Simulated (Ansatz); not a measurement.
# BrH₃OSi + HCl: a complex and its separated parts

The complex below is one end of an elementary step. How strongly is it bound against its free parts?

Computed with Ansatz 0.2.0, Gaussian basis. Level: PBE0-D4/def2-TZVP structures, single points in def2-TZVPP, no counterpoise correction.

Levels: SPW92, PBE-D4, BLYP-D4, r2SCAN-D4, B97M-V, PBE0-D4, B3LYP-D4, r2SCAN0-D4, BHLYP-D4, CAM-B3LYP-D4, wB97X-V, wB97M-V, B2PLYP, PBE-QIDH, RPA on PBE, Hartree-Fock, MP2, CCSD, CCSD(T).

Cores are frozen in the correlated methods. Filled d shells of the heavier atoms are correlated. B3LYP uses VWN-RPA correlation. B2PLYP carries no dispersion term here.

94 further runs of the same task are left out: 94 set aside as unsound or not needed. Runs told in other sessions of the task aren't counted.

### 1 Starting geometry

The complex: 8 atoms, charge 0, spin multiplicity 1.

Atoms are counted from 1 here; the program's logs count them from 0.

Bond lengths: Si1–Br2 2.248 Å, Si1–H3 1.479 Å, Si1–H4 1.474 Å, Si1–O5 1.625 Å, O5–H8 0.964 Å, H6–Cl7 1.293 Å. Angles: Br2–Si1–H3 104.7°, Br2–Si1–H4 107.1°, Br2–Si1–O5 110.9°, H3–Si1–H4 113.1°, H3–Si1–O5 113.3°, H4–Si1–O5 107.5°, Si1–O5–H8 117.9°.

Geometry (Å):

```xyz
8

Si   -0.69328   -0.71491    0.57522
Br    1.48246   -0.84209    1.12427
H    -0.84506   -1.63068   -0.57662
H    -1.46437   -1.13832    1.75747
O    -1.11678    0.81720    0.23869
H     1.84925    0.73372   -0.84228
Cl    1.44778    1.51223   -1.79301
H    -0.65990    1.26285   -0.48364
```

Its parts: BrH₃OSi holds atoms 1, 2, 3, 4, 5, 8; HCl holds atoms 6, 7. Each part counts its atoms afresh in its own runs.

### 2 Relaxing BrH₃OSi alone

relax-a/in.yaml

```yaml
crystal:
  periodic: [false, false, false]
  atoms:
    - {symbol: Si, position_ang: [-0.693283, -0.714915, 0.575224]}
    - {symbol: Br, position_ang: [1.482457, -0.842094, 1.124271]}
    - {symbol: H, position_ang: [-0.845064, -1.630681, -0.576623]}
    - {symbol: H, position_ang: [-1.464368, -1.138316, 1.757465]}
    - {symbol: O, position_ang: [-1.116776, 0.817205, 0.238695]}
    - {symbol: H, position_ang: [-0.659898, 1.262851, -0.483645]}
basis:
  gaussian: {orbitals: def2-TZVP}
hamiltonian: {xc: pbe0, dispersion: d4}
relax: {f_tol: 0.005, max_steps: 200}
```

Run with:

```
> ansatz run in.yaml --threads 4 --pin off --events-out ev --progress --plain --max-ram 9574MiB
```

Further steps of the session: Relaxing HCl alone; SPW92/def2-TZVPP; PBE-D4/def2-TZVPP; BLYP-D4/def2-TZVPP; r2SCAN-D4/def2-TZVPP; B97M-V/def2-TZVPP; PBE0-D4/def2-TZVPP; B3LYP-D4/def2-TZVPP; r2SCAN0-D4/def2-TZVPP; BHLYP-D4/def2-TZVPP; CAM-B3LYP-D4/def2-TZVPP; wB97X-V/def2-TZVPP; wB97M-V/def2-TZVPP; B2PLYP/def2-TZVPP; PBE-QIDH/def2-TZVPP; RPA on PBE/def2-TZVPP; CCSD(T)/def2-TZVPP; Vibrations of BrH₃OSi; Vibrations of HCl.

Before running it: what results should come out? Wanted: complex less parts, CCSD(T)/def2-TZVPP; with zero-point energy; largest T1 diagnostic.

**Answer**, as computed:

| quantity | value |
| --- | --- |
| complex less parts, CCSD(T)/def2-TZVPP | -17.5 kJ/mol |
| with zero-point energy | -12.4 kJ/mol |
| largest T1 diagnostic | 0.009 |

What this shows: At CCSD(T) the complex lies 17.5 kJ/mol below its parts. PBE-QIDH is the best functional here (0.0 kJ/mol from CCSD(T)); SPW92 is the worst (-20.3 kJ/mol). Mean unsigned error by rung: LDA 20.3, GGA 8.5, meta-GGA 4.2, hybrid 4.6, range-separated hybrid 3.3, double hybrid 1.1 kJ/mol. The double hybrids carry no dispersion term here, unlike the levels marked D4 or V. PBE-D4 gives a relative energy 9.1 kJ/mol too low, outside chemical accuracy (1 kcal/mol, 4.2 kJ/mol). No counterpoise was applied, and triple zeta lacks some correlation, so the CCSD(T) reference has a basis error of its own, and close matches with it are partly luck.
